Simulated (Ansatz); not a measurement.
Working through a geometry optimisation of CH7B2NOSi, SMILES BB[SiH](O)C=N

Computed with the Python package of Ansatz (0.2.0).

Interactive session:
```pycon
>>> from dataclasses import dataclass
>>> import ansatz as az
>>> from ase import Atoms
>>> import numpy as np
>>> @dataclass(frozen=True)
... class Settings:
...     basis_set: str = "def2-SVP"
...     xc: str = "r2scan"
...
>>> cfg = Settings()
>>> atoms = Atoms(["B", "B", "Si", "O", "C", "N", "H", "H", "H", "H", "H", "H", "H"], positions=[
...     (0.5292, -2.728, 0.5222),
...     (-0.101, -1.1601, 0.7929),
...     (0.3823, 0.3104, -0.3846),
...     (-0.0024, -0.0212, -1.9838),
...     (-0.3793, 1.8608, 0.1871),
...     (-0.162, 2.9807, -0.4218),
...     (0.192, -3.5713, 1.2229),
...     (1.245, -2.8663, -0.4066),
...     (-0.8216, -0.9447, 1.7448),
...     (1.8785, 0.4676, -0.3078),
...     (-1.0743, -0.0914, -1.9154),
...     (-1.0153, 1.8597, 1.0887),
...     (-0.6507, 3.8691, -0.1238),
... ])
>>> geometry = az.Crystal.molecule_from_ase(atoms)
>>> model = (
...     geometry.calculation()
...     .basis(gaussian=cfg.basis_set)
...     .functional(cfg.xc)
... )
>>> symbols = [site.symbol for site in geometry.cartesian_sites]
>>> start = np.array([site.position_ang for site in geometry.cartesian_sites], dtype=float)
>>> def progress(event):
...     if event["event"] == "relax_step":
...         row = event["data"]
...         print(f"step {row['step']:3d}  E = {row['lagrangian_ev']:.6f} eV  largest force component {row['allowed_force_max_ev_ang']:.4f} eV/A")
...
>>> summary = model.relax(force_tolerance=0.005).session().plan().execute(on_event=progress).report
step   1  E = -13903.547676 eV  largest force component 4.1180 eV/A
step   2  E = -13904.063464 eV  largest force component 2.0073 eV/A
step   3  E = -13904.144981 eV  largest force component 1.8015 eV/A
step   4  E = -13904.413599 eV  largest force component 0.8613 eV/A
step   5  E = -13904.635294 eV  largest force component 0.8377 eV/A
step   6  E = -13904.866534 eV  largest force component 0.6770 eV/A
step   7  E = -13905.016757 eV  largest force component 0.4915 eV/A
step   8  E = -13905.140843 eV  largest force component 0.3163 eV/A
step   9  E = -13905.199898 eV  largest force component 0.3287 eV/A
step  10  E = -13905.251619 eV  largest force component 0.8720 eV/A
step  11  E = -13905.275233 eV  largest force component 1.6709 eV/A
step  12  E = -13905.381440 eV  largest force component 0.8062 eV/A
step  13  E = -13905.427775 eV  largest force component 0.5902 eV/A
step  14  E = -13905.484338 eV  largest force component 0.7504 eV/A
step  15  E = -13905.500162 eV  largest force component 0.7795 eV/A
step  16  E = -13905.492280 eV  largest force component 0.6587 eV/A
step  17  E = -13905.533800 eV  largest force component 0.3040 eV/A
step  18  E = -13905.536542 eV  largest force component 0.2675 eV/A
step  19  E = -13905.541338 eV  largest force component 0.1625 eV/A
step  20  E = -13905.546341 eV  largest force component 0.1747 eV/A
step  21  E = -13905.549332 eV  largest force component 0.1284 eV/A
step  22  E = -13905.550382 eV  largest force component 0.1324 eV/A
step  23  E = -13905.552299 eV  largest force component 0.0900 eV/A
step  24  E = -13905.553140 eV  largest force component 0.0374 eV/A
step  25  E = -13905.553938 eV  largest force component 0.0231 eV/A
step  26  E = -13905.554392 eV  largest force component 0.0349 eV/A
step  27  E = -13905.554520 eV  largest force component 0.0301 eV/A
step  28  E = -13905.554587 eV  largest force component 0.0202 eV/A
step  29  E = -13905.554610 eV  largest force component 0.0066 eV/A
step  30  E = -13905.554581 eV  largest force component 0.0215 eV/A
step  31  E = -13905.554617 eV  largest force component 0.0048 eV/A
>>> end = np.array(summary["positions_ang"])
>>> for key in ("converged", "free_energy_ev", "reference_energy_ev", "n_frozen", "n_occupied", "n_virtual"):
...     print(f"{key:22s} {summary[key]}")
...
converged              True
free_energy_ev         -13905.554629357173
reference_energy_ev    -13905.554629357173
n_frozen               0
n_occupied             [26, 26]
n_virtual              [97, 97]
>>> print("final positions (A) and the move of each atom")
final positions (A) and the move of each atom
>>> for symbol, xyz, old in zip(symbols, end, start):
...     print(f"{symbol:2s} {xyz[0]:10.5f} {xyz[1]:10.5f} {xyz[2]:10.5f}   {np.linalg.norm(xyz - old):7.4f}")
...
B     0.05091   -2.55173    0.39640    0.5250
B     0.49640   -1.19125    1.14965    0.6965
Si    0.73583    0.31860   -0.16728    0.4151
O     0.29029   -0.07931   -1.72453    0.3953
C    -0.40076    1.80774    0.20635    0.0604
N    -1.17721    2.10120   -0.76759    1.3870
H    -1.11930   -2.78908    0.18098    1.8485
H     0.84545   -3.33312   -0.07999    0.6959
H     0.68831   -0.95732    2.31986    1.6158
H     2.16206    0.78438   -0.08645    0.4793
H    -0.37934    0.57354   -2.01187    0.9667
H    -0.39369    2.37011    1.16418    0.8078
H    -1.77856    2.91155   -0.56490    1.5439
>>> with open("ch7b2nosi_opt.xyz", "w") as handle:
...     handle.write(f"{len(symbols)}\nrelaxed CH7B2NOSi\n")
...     handle.writelines(f"{s:2s} {x:11.6f} {y:11.6f} {z:11.6f}\n" for s, (x, y, z) in zip(symbols, end))
...
21
```

It writes `ch7b2nosi_opt.xyz`:
```text
13
relaxed CH7B2NOSi
B     0.050913   -2.551734    0.396397
B     0.496398   -1.191252    1.149648
Si    0.735831    0.318599   -0.167284
O     0.290287   -0.079310   -1.724529
C    -0.400756    1.807738    0.206348
N    -1.177214    2.101199   -0.767588
H    -1.119299   -2.789077    0.180976
H     0.845449   -3.333117   -0.079986
H     0.688314   -0.957324    2.319859
H     2.162065    0.784382   -0.086450
H    -0.379337    0.573540   -2.011871
H    -0.393693    2.370108    1.164179
H    -1.778557    2.911548   -0.564900
```

Reading the output:
- These settings explore the input space; basis and method may be short of convergence.
- The end point is the stationary point reached from this start; no frequency run checks that it is a minimum, and the basis set is modest.
- It ran for 5 min on 1 thread of Arm Neoverse V1, with other jobs on the host, peak memory 0.28 GiB.

(Lines on the test bed's own set-up are left out of the output.)
